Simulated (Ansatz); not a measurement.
**GaHCl radical: small, medium and large basis sets**

Aim: see how fast density functionals converge with the basis set for GaHCl radical.

Computed with Ansatz 0.2.0, Gaussian basis. Level: one geometry, several basis sets.

Plan: PBE0-D4/def2-SVP; ωB97M-V/def2-SVP; PBE0-D4/def2-QZVPP; ωB97M-V/def2-QZVPP; the functionals' def2-TZVPP values are taken from earlier runs.

## 1. The geometry

An earlier PBE0-D4 in a triple-zeta def2 set relaxation fixed the geometry.

SMILES `[Cl][GaH]`, 3 atoms, charge 0, spin multiplicity 2.

Atoms are counted from 1 here; the program's logs count them from 0.

Bond lengths: Cl1–Ga2 2.168 Å, Ga2–H3 1.604 Å. Angles: Cl1–Ga2–H3 115.5°.

## 2. PBE0-D4 in def2-SVP

File in.yaml:

```yaml
crystal:
  periodic: [false, false, false]
  atoms:
    - {symbol: Cl, position_ang: [1.530703, -0.191276, 0.805739]}
    - {symbol: Ga, position_ang: [-0.331077, -0.583482, -0.232784]}
    - {symbol: H, position_ang: [-1.210526, 0.709958, -0.586256]}
basis:
  gaussian: {orbitals: def2-SVP}
magnetization: {spin_polarized: true, initial_magnetization: 1}
hamiltonian: {xc: pbe0, dispersion: d4}
output: {orbitals: {seedname: orbitals}}
```

After this run come: ωB97M-V in def2-SVP; PBE0-D4 in def2-QZVPP; ωB97M-V in def2-QZVPP.

Q: Predict the results of all the runs planned. Wanted: PBE0-D4: double and triple zeta above quadruple; ωB97M-V: double and triple zeta above quadruple.

As calculated:

| quantity | value |
| --- | --- |
| PBE0-D4: double and triple zeta above quadruple | 12.62, 1.55 eV |
| ωB97M-V: double and triple zeta above quadruple | 12.49, 1.50 eV |

What this shows: For PBE0-D4 the step from double to triple zeta gains 11.06 eV and the next only 1.55 eV. Total energies overstate the basis error of differences, where much of it tends to cancel.
